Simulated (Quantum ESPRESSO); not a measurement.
InSb3 under changes of volume

One of the cells (27.318 Å³/atom); the others are scaled copies at fixed shape and fractional positions:

```
Sb In
1.0
     0.00000    3.79455    3.79455
     3.79455    0.00000    3.79455
     3.79455    3.79455    0.00000
Sb In
3 1
Direct
  0.50000 0.50000 0.50000
  0.75000 0.75000 0.75000
  0.25000 0.25000 0.25000
  0.00000 0.00000 0.00000
```

The cell comes from a database or a generator and needn't be the stable form of this composition.

```yaml
Program: Quantum ESPRESSO 7.5
Functional: r2SCAN
Potentials_or_basis: SG15 PBE 1.2
Cutoff: 952 eV
Density_cutoff: 3810 eV
k_mesh: 3 × 3 × 3
Occupations: fermi-dirac, width 0.05 eV
Spin: no spin polarisation
```

| volume (Å³/atom) | energy over the lowest point (meV/atom) | pressure (GPa) |
| --- | --- | --- |
| 25.679 | 17.03 | 3.8 |
| 26.226 | 6.65 | 2.2 |
| 26.772 | 1.14 | 0.9 |
| 27.318 | 0.00 | -0.3 |
| 27.865 | 2.73 | -1.4 |
| 28.411 | 8.94 | -2.3 |
| 28.957 | ? | ? |

Q: What does the run at 28.957 Å³/atom give?

A: Energy over the lowest point 18.18 meV/atom; pressure -3.2 GPa.

Worked out: A Birch-Murnaghan fit of order 3 (a polynomial in V^(-2/3)) to the other rows has its minimum at 27.20 Å³/atom with B0 = V·E''(V) = 58 GPa and B' = 4.6. It gives 18.25 meV/atom at 28.957 Å³/atom, against the run's 18.18, and -dE/dV = -3.2 GPa, against -3.2.

Energies are extrapolated to zero smearing.

Caveats: all runs use coarse meshes; the potentials were made for another functional, which shifts forces and pressure.
